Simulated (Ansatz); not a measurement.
Write a Python script for the Ansatz DFT code, driven from Python that makes energies of removing a hydrogen of BGeH₃O₂, SMILES [OH][GeH]1[BH][O]1. Settings (for the species named): PBE0, def2-SVPD basis, multiplicity 1.

```xyz
7

O    -0.9638    0.7273   -1.3819
Ge    0.0026    0.5964    0.0658
B     1.0790   -1.1724    0.1194
O    -0.1327   -0.9956    0.7199
H    -1.9365    0.6397   -1.0845
H    -0.2573    1.6102    1.2242
H     2.2699   -1.4736    0.2914
```

`bgeh3o2.py`:
```python
# -*- coding: utf-8 -*-
'''X-H bond energies of BGeH3O2 without relaxation.'''

import logging
import sys

import ansatz as az

logging.basicConfig(stream=sys.stdout, format='%(levelname)s %(message)s')
log = logging.getLogger('run')
log.setLevel(logging.INFO)


def energy(molecule, charge=0, unpaired=0):
    calc = molecule.calculation().basis(gaussian='def2-SVPD').functional('PBE0')
    if charge:
        calc = calc.charge(charge)
    if unpaired:
        calc = calc.spin('collinear', total=unpaired)
    return calc.run(threads=1, backend='cpu').report['free_energy_ev']

GEOMETRY = '''
O    -0.96380    0.72730   -1.38190
Ge    0.00260    0.59640    0.06580
B     1.07900   -1.17240    0.11940
O    -0.13270   -0.99560    0.71990
H    -1.93650    0.63970   -1.08450
H    -0.25730    1.61020    1.22420
H     2.26990   -1.47360    0.29140
'''

def without(molecule, index):
    rest = az.Crystal.molecule()
    for i, site in enumerate(molecule.cartesian_sites):
        if i != index:
            rest = rest.atom(site.symbol, site.position_ang)
    return rest

geometry = az.Crystal.molecule()
for line in GEOMETRY.strip().splitlines():
    symbol, *xyz = line.split()
    geometry = geometry.atom(symbol, [float(v) for v in xyz])

whole = energy(geometry, 0)
hydrogen = energy(az.Crystal.molecule().atom('H', (0, 0, 0)), 0, 1)
log.info(f'E(molecule) = {whole:.5f} eV, E(H) = {hydrogen:.5f} eV')
for index in [4, 5, 6]:
    radical = energy(without(geometry, index), 0, 1)
    log.info(f'H{index}: homolysis {23.060548 * (radical + hydrogen - whole):.1f} kcal/mol')
    anion = energy(without(geometry, index), -1)
    log.info(f'H{index}: loss of a proton {23.060548 * (anion - whole):.1f} kcal/mol')
```

Running `python bgeh3o2.py` prints:
```text
INFO E(molecule) = -61313.83015 eV, E(H) = -13.61361 eV
INFO H4: homolysis 100.3 kcal/mol
INFO H4: loss of a proton 369.8 kcal/mol
INFO H5: homolysis 67.5 kcal/mol
INFO H5: loss of a proton 356.7 kcal/mol
INFO H6: homolysis 83.4 kcal/mol
INFO H6: loss of a proton 369.3 kcal/mol
```

Caveats:
- Total energies depend on the basis set; only differences at equal settings carry meaning.
- The geometry is a force-field or estimated start, not a minimum of this method, and the basis set is short of its limit. All parts are taken at fixed geometry, without zero-point energy.
- Hardware and time: 35 s on 1 thread of Arm Neoverse V2 (shared host), peak memory 0.39 GiB.
